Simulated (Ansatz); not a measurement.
# SnTe (SMILES [Sn][Te]): FCI/STO-3G

What is the electronic atomisation energy of SnTe at FCI/STO-3G? 

The results are computed with Ansatz 0.2.0.

48 further runs of the same task are left out: 11 that didn't finish, 37 set aside as unsound or not needed.

**1. The structure to begin with**

The species is SnTe (2 atoms), meant as a singlet with charge 0. SMILES: `[Sn][Te]`. Geometry: a GFN2-xTB relaxation, a rough one for these elements and not checked as a minimum.

Bond lengths: Sn1–Te2 2.537 Å.

**2. The energy at FCI/STO-3G**

The input, job.yaml:

```yaml
crystal:
  periodic: [false, false, false]
  atoms:
    - {symbol: Sn, position_ang: [0.000000, 0.000000, 0.000000]}
    - {symbol: Te, position_ang: [0.000000, 0.000000, 2.536770]}
basis:
  gaussian: {orbitals: STO-3G}
magnetization: {spin_polarized: false, initial_magnetization: 0}
correlation: {method: fci, frozen_orbitals: {Sn: 18, Te: 18}}
accuracy: high
```

Launch:

```bash
$ ansatz run job.yaml --threads 1 --pin off --max-ram 2610MiB --events-out events.jsonl --progress --plain --runs-dir runs
```

The program printed:

```text
Warning: RAYON_NUM_THREADS=1 ignored (pool sized by the plan → 1); use --threads N
Functional definition: HF
  name "HF"
  exchange = exact_x
  correlation = 0
827 factors; integrals over basis functions are off by at most 4.7e-9 eV
mean field evaluation 1: about -340424.0256 eV, gradient 1.7e1 eV
mean field evaluation 2: about -340424.0634 eV, gradient 1.7e1 eV
mean field evaluation 4: about -340426.8174 eV, gradient 7.4e-1 eV
mean field evaluation 8: about -340426.8215 eV, gradient 5.1e-6 eV
mean field -340426.82147358 eV, -12510.4549395669 hartree, gradient 1.7e-8 eV, S^2 0.000000; 0 other end points of the search recorded, 0 dependent functions left out
36 core orbitals not correlated: weight in the atoms' cores, before any rotation towards them, 1.000 or more for the frozen orbitals, at most 0.000 for the correlated occupied ones
reference -340426.82147358 eV, -12510.4549395669 hartree; 15, 15 occupied and 3, 3 virtual orbitals, 827 factors
state -340428.84453213 eV, -12510.5292855972 hartree
Total energy: -340428.84453213 eV, -12510.5292855972 hartree
```

Run time: 1.8 s. Hardware: 1 thread of AMD EPYC 9R45 (Zen 5), shared host; peak memory 0.16 GiB.

**3. The Sn atom**

The input, in.yaml:

```yaml
crystal:
  periodic: [false, false, false]
  atoms:
    - {symbol: Sn, position_ang: [0.000000, 0.000000, 0.000000]}
basis:
  gaussian: {orbitals: STO-3G}
magnetization: {spin_polarized: true, initial_magnetization: 2}
correlation: {method: fci, frozen_orbitals: {Sn: 18}}
accuracy: high
```

Launch:

```bash
$ ansatz run in.yaml --threads 1 --pin off --max-ram 2610MiB --events-out events.jsonl --progress --plain --runs-dir runs
```

The program printed:

```text
Warning: RAYON_NUM_THREADS=1 ignored (pool sized by the plan → 1); use --threads N
[... 4 set-up lines as earlier in the session ...]
251 factors; integrals over basis functions are off by at most 4.4e-9 eV
mean field evaluation 1: about -162267.0911 eV, gradient 4.3e-1 eV
mean field evaluation 2: about -162267.1048 eV, gradient 4.3e-1 eV
mean field evaluation 4: about -162267.1053 eV, gradient 2.9e-6 eV
mean field evaluation 8: about -162267.1041 eV, gradient 6.6e-1 eV
mean field evaluation 16: about -162267.1053 eV, gradient 2.5e-4 eV
mean field -162267.10534539 eV, -5963.2061328489 hartree, gradient 3.9e-9 eV, S^2 2.000002; 3 other end points of the search recorded, 0 dependent functions left out
18 core orbitals not correlated: weight in the atoms' cores, before any rotation towards them, 1.000 or more for the frozen orbitals, at most 0.000 for the correlated occupied ones
reference -162267.10523889 eV, -5963.2061289350 hartree; 8, 6 occupied and 1, 3 virtual orbitals, 251 factors
state -162267.47892767 eV, -5963.2198617441 hartree
Total energy: -162267.47892767 eV, -5963.2198617441 hartree
```

Run time: 0.82 s. Hardware: 1 thread of AMD EPYC 9R45 (Zen 5), shared host.

**4. The Te atom**

The input, run.yaml:

```yaml
crystal:
  periodic: [false, false, false]
  atoms:
    - {symbol: Te, position_ang: [0.000000, 0.000000, 0.000000]}
basis:
  gaussian: {orbitals: STO-3G}
magnetization: {spin_polarized: true, initial_magnetization: 2}
correlation: {method: fci, frozen_orbitals: {Te: 18}}
accuracy: high
```

Run the same way, it converges to -6547.12236 Eh (log not shown).

**5. Summary of results**

Level: FCI/STO-3G, 36 core orbitals frozen.

| quantity | value |
| --- | --- |
| molecule: total energy | -12510.52929 Eh |
| molecule: correlation energy (36 core orbitals frozen) | -74.3 mEh |
| Sn atom: total energy | -5963.21986 Eh |
| Sn atom: correlation energy (18 core orbitals frozen) | -13.7 mEh |
| Te atom: total energy | -6547.12236 Eh |
| Te atom: correlation energy (18 core orbitals frozen) | 0.0 mEh |
| electronic atomisation energy | 5.090 eV |

What this shows: Taking the molecule apart into free atoms costs 5.09 eV (491 kJ/mol), before zero-point energy and without spin-orbit coupling. In a minimal basis such a difference can be off by several eV, whatever the method. Relativity is left out (molecule) although the molecule holds a heavy atom. Relativity is left out (Sn atom) although the molecule holds a heavy atom. Relativity is left out (Te atom) although the molecule holds a heavy atom.
